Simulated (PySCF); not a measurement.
# C3H4F2Si: the cost of one run

Programs: PySCF 2.14.0, with routines of our own; each step states its level. All values are computed. Atoms count from 0.

## (1) The starting structure

10 atoms, charge 0, multiplicity 1; geometry from: GFN2-xTB.

## (2) Relaxing the molecule at PBE0-D3(BJ)/def2-TZVP

Job settings and geometry (Å):

```
{"job": {"xc": "PBE0", "basis": "def2-TZVP", "d3": "d3bj", "grid": 2, "kind": "geom"}, "charge": 0, "multiplicity": 1}
F      2.761666     0.757212     1.485338
C      1.967320     1.000087     0.422361
C      1.032836     0.183242     0.042984
C      0.025819    -0.576199    -0.264644
F      0.170341    -1.574667    -1.174372
Si    -1.745776    -0.447619     0.429230
H      2.208539     1.940476    -0.054708
H     -1.743114     0.667535     1.370439
H     -2.627248    -0.214303    -0.713438
H     -2.041501    -1.731110     1.063045
```

Started as:

```
OMP_NUM_THREADS=1 python excited_run.py task.json out
```

One launch serves the whole session: the jobs run in the order shown.

Q: Estimate the wall time and peak memory of this first job on 1 thread of Arm Neoverse V2, shared host.

About 78 s, with a peak of 0.92 GiB.
